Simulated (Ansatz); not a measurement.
# BSiH4O2F (SMILES O[SiH2]B(O)F) at PBE-QIDH/def2-SVP

Aim: the energy change on altering one bond length of BSiH4O2F at PBE-QIDH/def2-SVP, from 2 runs. 

The results are computed with Ansatz 0.2.0.

127 further runs of the same task are left out: 127 set aside as unsound or not needed. Runs told in other sessions of the task aren't counted.

**1. The structure to begin with**

BSiH4O2F has 9 atoms, charge 0, and is taken as a singlet. SMILES: `O[SiH2]B(O)F`. The shape is that of a PBE0-D4/def2-TZVP optimisation. This is one conformer, not always the lowest.

Bond lengths: O1–Si2 1.653 Å, Si2–B3 2.035 Å, B3–O4 1.347 Å, B3–F5 1.342 Å, O1–H6 0.958 Å, Si2–H7 1.484 Å, Si2–H8 1.493 Å, O4–H9 0.965 Å. Some angles: O1–Si2–B3 110.9°, Si2–B3–O4 121.6°, Si2–B3–F5 119.7°, O4–B3–F5 118.7°, O1–Si2–H7 106.4°, O1–Si2–H8 111.4°, B3–Si2–H7 111.6°, B3–Si2–H8 108.7°, Si2–O1–H6 117.1°, B3–O4–H9 113.7°.

**2. The energy at PBE-QIDH/def2-SVP**

Contents of in.yaml:

```yaml
crystal:
  periodic: [false, false, false]
  atoms:
    - {symbol: O, position_ang: [1.152500, 0.650100, 1.703000]}
    - {symbol: Si, position_ang: [0.837600, -0.439800, 0.500200]}
    - {symbol: B, position_ang: [-0.701500, 0.194000, -0.670900]}
    - {symbol: O, position_ang: [-0.968000, -0.381600, -1.859000]}
    - {symbol: F, position_ang: [-1.488500, 1.196900, -0.250400]}
    - {symbol: H, position_ang: [0.401000, 1.098100, 2.092900]}
    - {symbol: H, position_ang: [2.093300, -0.579800, -0.278100]}
    - {symbol: H, position_ang: [0.493300, -1.781600, 1.056300]}
    - {symbol: H, position_ang: [-1.731300, -0.002600, -2.311100]}
basis:
  gaussian:
    orbitals: def2-SVP
hamiltonian:
  xc: {name: PBE-QIDH}
correlation:
  frozen_orbitals: {B: 1, F: 1, H: 0, O: 1, Si: 5}
accuracy: high
output:
  orbitals: {seedname: orbitals}
```

Run with:

```bash
$ ansatz run in.yaml --threads 1 --pin off --max-ram 3480MiB --events-out events.jsonl --progress --plain --runs-dir runs
```

The log of the run:

```text
Warning: RAYON_NUM_THREADS=1 ignored (pool sized by the plan → 1); use --threads N
Functional definition: PBE-QIDH
  name "PBE-QIDH"
  parameter a = 3^(-1/3)
  parameter c = 1/3
  exchange = (1 - a)*pbe_x + a*exact_x
  correlation = (1 - c)*pbe_c + c*(mp2_os + mp2_ss)
2070 factors; integrals over basis functions are off by at most 6.6e-9 eV
mean field evaluation 1: about -15396.7985 eV, gradient 5.0e1 eV
mean field evaluation 2: about -15396.8695 eV, gradient 5.0e1 eV
mean field evaluation 4: about -15401.3524 eV, gradient 2.5e0 eV
mean field evaluation 8: about -15401.3783 eV, gradient 4.9e-2 eV
mean field evaluation 16: about -15401.3783 eV, gradient 1.1e-5 eV
mean field -15401.37831164 eV, -565.9902135234 hartree, gradient 8.5e-8 eV, S^2 0.000000; 0 other end points of the search recorded, 0 dependent functions left out
9 core orbitals not correlated: weight in the atoms' cores, before any rotation towards them, 1.000 or more for the frozen orbitals, at most 0.000 for the correlated occupied ones
reference -15401.37831267 eV, -565.9902135615 hartree; 15, 15 occupied and 70, 70 virtual orbitals, 2070 factors
second order -22.44362416 eV of doubles, -0.00000000 eV of singles
Total energy: -15408.85952072 eV, -566.2651428865 hartree
```

Run time: 12 s. Hardware: 1 thread of Arm Neoverse V2, shared host; peak memory 0.32 GiB.

**3. The distorted shape**

Contents of input.yaml:

```yaml
crystal:
  periodic: [false, false, false]
  atoms:
    - symbol: O
      position_ang: [1.922059, 0.333196, 2.288557]
    - symbol: Si
      position_ang: [1.607159, -0.756704, 1.085757]
    - symbol: B
      position_ang: [-0.701500, 0.194000, -0.670900]
    - symbol: O
      position_ang: [-0.968000, -0.381600, -1.859000]
    - symbol: F
      position_ang: [-1.488500, 1.196900, -0.250400]
    - symbol: H
      position_ang: [1.170559, 0.781196, 2.678457]
    - symbol: H
      position_ang: [2.862859, -0.896704, 0.307457]
    - symbol: H
      position_ang: [1.262859, -2.098504, 1.641857]
    - symbol: H
      position_ang: [-1.731300, -0.002600, -2.311100]
basis:
  gaussian:
    orbitals: def2-SVP
output: {orbitals: {seedname: orbitals}}
accuracy: high
correlation:
  frozen_orbitals: {B: 1, F: 1, H: 0, O: 1, Si: 5}
hamiltonian:
  xc: {name: PBE-QIDH}
```

Run with:

```bash
$ ansatz run input.yaml --threads 1 --pin off --max-ram 3480MiB --events-out events.jsonl --progress --plain --runs-dir runs
```

The log of the run, cut to the lines that bear on the results:

```text
Warning: RAYON_NUM_THREADS=1 ignored (pool sized by the plan → 1); use --threads N
[... 2 set-up lines as earlier in the session ...]
[...]
2025 factors; integrals over basis functions are off by at most 7.0e-9 eV
[...]
mean field -15398.74902984 eV, -565.8935891996 hartree, gradient 4.3e-8 eV, S^2 0.000000; 0 other end points of the search recorded, 0 dependent functions left out; unrestricted orbitals would lower it
9 core orbitals not correlated: weight in the atoms' cores, before any rotation towards them, 1.000 or more for the frozen orbitals, at most 0.000 for the correlated occupied ones
reference -15398.74903098 eV, -565.8935892417 hartree; 15, 15 occupied and 70, 70 virtual orbitals, 2025 factors
second order -22.71492730 eV of doubles, -0.00000000 eV of singles
Total energy: -15406.32067342 eV, -566.1718419689 hartree
```

It took 12 s on 1 thread of Arm Neoverse V2, shared host; peak memory 0.31 GiB.

**4. Summary of results**

At PBE-QIDH/def2-SVP, 9 core orbitals frozen:

```
                                                          quantity          value
                                         first shape: total energy  -566.26514 Eh
                    first shape: HOMO energy (SCF part's orbitals)      -10.35 eV
                    first shape: LUMO energy (SCF part's orbitals)        1.61 eV
                  first shape: HOMO–LUMO gap (SCF part's orbitals)       11.96 eV
                                     distorted shape: total energy  -566.17184 Eh
                distorted shape: HOMO energy (SCF part's orbitals)       -8.10 eV
                distorted shape: LUMO energy (SCF part's orbitals)        0.48 eV
              distorted shape: HOMO–LUMO gap (SCF part's orbitals)        8.58 eV
energy change with the Si2–B3 bond stretched from 2.035 to 3.053 Å       2.539 eV
```

**Reading.** With the Si2–B3 bond stretched from 2.035 to 3.053 Å the energy rises by 2.54 eV (59 kcal/mol). The first shape isn't relaxed at this level, so the change isn't measured from a minimum. The restricted solution (distorted shape) is unstable to spin breaking: an unrestricted one lies lower.
